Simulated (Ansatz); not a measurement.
# MnS: the cost of one run

Method: DFT r²SCAN without U, plane waves, PAW, in Ansatz 0.2.0.

### Step 1. The system as given

The structure is cubic, space group Fm-3m (No. 225). The conventional cell has a = 5.224 Å, b = 5.224 Å, c = 5.224 Å, α = 90.00°, β = 90.00°, γ = 90.00°. Mn (site symmetry m-3m) has 6 S at 2.61 Å as nearest neighbours. Around S (site symmetry m-3m) lie 6 Mn at 2.61 Å.

Structure file:

```
Mn S
1.0
     0.00000    2.61225    2.61225
     2.61225    0.00000    2.61225
     2.61225    2.61225    0.00000
Mn S
1 1
Direct
  0.00000 0.00000 0.00000
  0.50000 0.50000 0.50000
```

Magnetic order typed: ferromagnetic.

An earlier series on this cell reached its lowest free state from «from atoms, symmetry kept, no search», perhaps among other starts.

### Step 2. Random orbitals: single harmonics, second filling

input.yaml reads:

```yaml
crystal:
  lattice:
    - [0.0, 2.61224989, 2.61224989]
    - [2.61224989, 0.0, 2.61224989]
    - [2.61224989, 2.61224989, 0.0]
  atoms:
    - { symbol: Mn, position: [0.0, 0.0, 0.0], spin: 3.0 }
    - { symbol: S, position: [0.5, 0.5, 0.5] }
basis:
  ecutwfc: 500
  ecutrho_ratio: 4
kpoints:
  mp_grid: { grid: [6, 6, 6] }
hamiltonian:
  xc: r2scan
  hubbard:
    sites:
      - { site: 0, l: d, u_eff: 0.0, starting_ns: [{ spin: up, occupation_matrix: s0up }, { spin: down, occupation_matrix: s0down }] }
    occupation_matrices:
      s0up:
        matrix:
          - [0.97, 0.0, 0.0, 0.0, 0.0]
          - [0.0, 0.97, 0.0, 0.0, 0.0]
          - [0.0, 0.0, 0.97, 0.0, 0.0]
          - [0.0, 0.0, 0.0, 0.02, 0.0]
          - [0.0, 0.0, 0.0, 0.0, 0.97]
      s0down:
        matrix:
          - [0.02, 0.0, 0.0, 0.0, 0.0]
          - [0.0, 0.97, 0.0, 0.0, 0.0]
          - [0.0, 0.0, 0.02, 0.0, 0.0]
          - [0.0, 0.0, 0.0, 0.02, 0.0]
          - [0.0, 0.0, 0.0, 0.0, 0.02]
    ns_hold: { iters: 12 }
scf:
  occupations: { method: gaussian, width: 0.05 }
  lower_state_search: "off"
  max_iter: 150
output:
  forces: true
  stress: true
  eigenvalues: true
  populations: true
  hubbard: { sites: [{ site: 0, l: d }] }
magnetization:
  spin_polarized: true
```

The typed matrices put 0.97 on the chosen orbitals and 0.02 on the others, and are held for 12 cycles.

The run is started by

```
> ansatz run input.yaml --threads 2 --pin off --max-ram 3072MiB --backend cpu --events-out ev --progress --plain --runs-dir out
```

Q: Estimate wall time and peak memory on 2 threads of Intel Xeon 6975P-C (Granite Rapids), shared host.

About 7.4 s, with a peak of 0.48 GiB.
